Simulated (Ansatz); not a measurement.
Turn this script for the Python package of Ansatz (0.2.0) into the input file that the command-line program reads.

`pbs_eps.py`
```python
# -*- coding: utf-8 -*-
"""High-frequency dielectric tensor and Born charges of PbS."""

import ansatz as az
import numpy as np

FUNCTIONAL = "PBE"
CUTOFF = 510
OCCUPATIONS = "fixed"


def main():
    lattice = az.Lattice.of(
        (0.0, 2.96575, 2.96575),
        (2.96575, 0.0, 2.96575),
        (2.96575, 2.96575, 0.0),
    )
    sites = [
        ("Pb", (0.0, 0.0, 0.0)),
        ("S", (0.5, 0.5, 0.5)),
    ]
    pbs = az.Crystal(lattice=lattice)
    for symbol, position in sites:
        pbs = pbs.atom(symbol, position)

    # an insulator: whole occupations
    model = (
        pbs.calculation()
        .functional(FUNCTIONAL)
        .basis(CUTOFF)  # plane waves up to this kinetic energy
        .kpoints(6)
        .occupations(OCCUPATIONS)
        .dielectric()
    )
    done = model.run(threads=1)
    response = done.dielectric
    eps = np.asarray(response.eps_inf)

    print("eps_inf")
    print(np.round(eps, 3) + 0.0)
    for index, (site, z) in enumerate(zip(done.lattice.sites, response.zstar_e)):
        print("Born charge tensor of", site.symbol, index)
        print(np.round(z, 3) + 0.0)
    print(f"charge neutrality missed by {response.zstar_sum_residual_pre_e:.4f} e before the sum rule")


if __name__ == "__main__":
    main()
```

Output of `python pbs_eps.py`:
```text
eps_inf
[[17.137  0.     0.   ]
 [ 0.    17.137  0.   ]
 [ 0.     0.    17.137]]
Born charge tensor of Pb 0
[[4.419 0.    0.   ]
 [0.    4.419 0.   ]
 [0.    0.    4.419]]
Born charge tensor of S 1
[[-4.419  0.     0.   ]
 [ 0.    -4.419  0.   ]
 [ 0.     0.    -4.419]]
charge neutrality missed by 0.0049 e before the sum rule
```

`input.yaml`:
```yaml
crystal:
  lattice:
    - [0.0, 2.96575, 2.96575]
    - [2.96575, 0.0, 2.96575]
    - [2.96575, 2.96575, 0.0]
  atoms:
    - { symbol: Pb, position: [0.0, 0.0, 0.0] }
    - { symbol: S, position: [0.5, 0.5, 0.5] }
basis:
  ecutwfc: 510.0
kpoints:
  mp_grid:
    grid: [6, 6, 6]
hamiltonian:
  xc: pbe
scf:
  occupations:
    method: fixed
dielectric: {}
```

What to keep in mind:
- The Fermi level of a run with fixed occupations marks the highest occupied state on its mesh, not mid-gap.
- Of the deposited cell: the entry's cell lengths or inner coordinates differ somewhat from later room-temperature determinations.
- Spin-orbit coupling, which matters for elements this heavy, is left out.
- The structure is a deposited one; some such entries were measured under pressure or heat, so a shift against it needn't be the functional's error alone.
- This is the electronic (clamped-ion) response; a semilocal gap that is too small tends to raise it. The typed mesh is that of the SCF; the response is solved on denser meshes that the run picks.
- The whole script took 38 s on 1 thread of Arm Neoverse V1, with other jobs on the host, peak memory 0.56 GiB.

(Lines on the test bed's own set-up are left out of the output.)
